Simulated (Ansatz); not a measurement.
# FH5O3Si2: up Jacob's ladder to CCSD(T)

An exercise on one series of results from a longer session: the logs are not shown, and one member is left open.

Computed with Ansatz 0.2.0, Gaussian basis. Level: functionals in def2-TZVPP, the program's frozen cores in correlated methods.

Plan: LDA (SPW92), PBE-D4, revPBE-D4, BLYP-D4, r2SCAN-D4, B97M-V, PBE0-D4, B3LYP-D4, r2SCANh-D4, r2SCAN0-D4, HSE06-D4, BHLYP-D4, CAM-B3LYP-D4, LC-ωPBE, ωB97X-V, ωB97M-V, B2PLYP, PBE-QIDH; CCSD(T)/def2-SVP; CCSD(T)/def2-TZVPP; MP2/def2-QZVPP; extrapolation to the limit; RPA on PBE.

## The relaxed structure

The geometry comes from an earlier relaxation with PBE0-D4 in a triple-zeta def2 set; it is a stationary point, not always the lowest conformer.

SMILES `O[Si](O)(F)O[SiH3]`, 11 atoms, charge 0, spin multiplicity 1.

Atoms are counted from 1 here; the program's logs count them from 0.

Bond lengths: O1–Si2 1.623 Å, O1–H7 0.958 Å, Si2–O3 1.618 Å, Si2–F4 1.588 Å, Si2–O5 1.606 Å, O3–H8 0.958 Å, O5–Si6 1.641 Å, Si6–H9 1.483 Å, Si6–H10 1.484 Å, Si6–H11 1.484 Å. Angles: Si2–O1–H7 118.5°, O1–Si2–O3 108.8°, O1–Si2–F4 108.0°, O1–Si2–O5 113.6°, O3–Si2–F4 111.4°, O3–Si2–O5 108.2°, F4–Si2–O5 106.8°, Si2–O3–H8 118.4°, Si2–O5–Si6 145.4°, O5–Si6–H9 107.5°, O5–Si6–H10 110.2°, O5–Si6–H11 110.1°, H9–Si6–H10 109.7°, H9–Si6–H11 109.8°, H10–Si6–H11 109.6°.

Set-up of the first run:

The input, in.yaml:

```yaml
crystal:
  periodic: [false, false, false]
  atoms:
    - {symbol: O, position_ang: [-0.061734, -0.240347, 2.278161]}
    - {symbol: Si, position_ang: [-0.032579, -0.801166, 0.755342]}
    - {symbol: O, position_ang: [-1.553954, -1.045396, 0.260168]}
    - {symbol: F, position_ang: [0.804821, -2.150192, 0.745680]}
    - {symbol: O, position_ang: [0.678304, 0.194842, -0.284222]}
    - {symbol: Si, position_ang: [0.454418, 1.197438, -1.564136]}
    - {symbol: H, position_ang: [0.746326, -0.268734, 2.791491]}
    - {symbol: H, position_ang: [-2.173631, -1.443895, 0.871919]}
    - {symbol: H, position_ang: [1.744554, 1.879700, -1.825638]}
    - {symbol: H, position_ang: [-0.589744, 2.204430, -1.249684]}
    - {symbol: H, position_ang: [0.048719, 0.416221, -2.758582]}
basis:
  gaussian: {orbitals: def2-TZVPP}
hamiltonian: {xc: lda}
output: {orbitals: {seedname: orbitals}}
```

On the command line:

```
ansatz run in.yaml --threads 4 --pin off --events-out ev --progress --plain --max-ram 10444MiB
```

Among the steps run: LDA; PBE-D4 (GGA); revPBE-D4 (GGA); BLYP-D4 (GGA); r2SCAN-D4 (meta-GGA); B97M-V (meta-GGA); B3LYP-D4 (hybrid); r2SCANh-D4 (hybrid); r2SCAN0-D4 (hybrid); HSE06-D4 (hybrid); BHLYP-D4 (hybrid); CAM-B3LYP-D4 (range-separated); LC-ωPBE (range-separated); ωB97X-V (range-separated); ωB97M-V (range-separated); B2PLYP (double hybrid); PBE-QIDH (double hybrid).

One table of the session follows, with a row left open; its other results are not shown here.

It belongs to the step «Frontier levels by functional». 

```
  functional  HOMO (eV)  gap (eV)
 LDA (SPW92)      -7.62      6.50
      PBE-D4      -7.51      6.64
   revPBE-D4      -7.46      6.70
     BLYP-D4          ?         ?
   r2SCAN-D4      -7.90      7.53
      B97M-V      -8.00      7.31
     PBE0-D4      -9.03      9.04
    B3LYP-D4      -8.82      8.53
  r2SCANh-D4      -8.46      8.38
  r2SCAN0-D4      -9.29      9.61
    HSE06-D4      -8.63      8.26
    BHLYP-D4     -10.47     11.23
CAM-B3LYP-D4     -10.48     11.36
     LC-ωPBE     -11.84     14.01
     ωB97X-V     -11.50     13.47
     ωB97M-V     -11.35     12.92
```

Estimate the missing values for BLYP-D4.

Worked estimate for «HOMO (eV)». Against the share of exact exchange, B3LYP-D4 (0.2, -8.82), BHLYP-D4 (0.5, -10.47) give a slope of -5.50 per unit share; at 0 the line stands at -7.72.

**Answer.** HOMO (eV): -7.43; gap (eV): 6.61. In «HOMO (eV)» the line misses by -0.29.
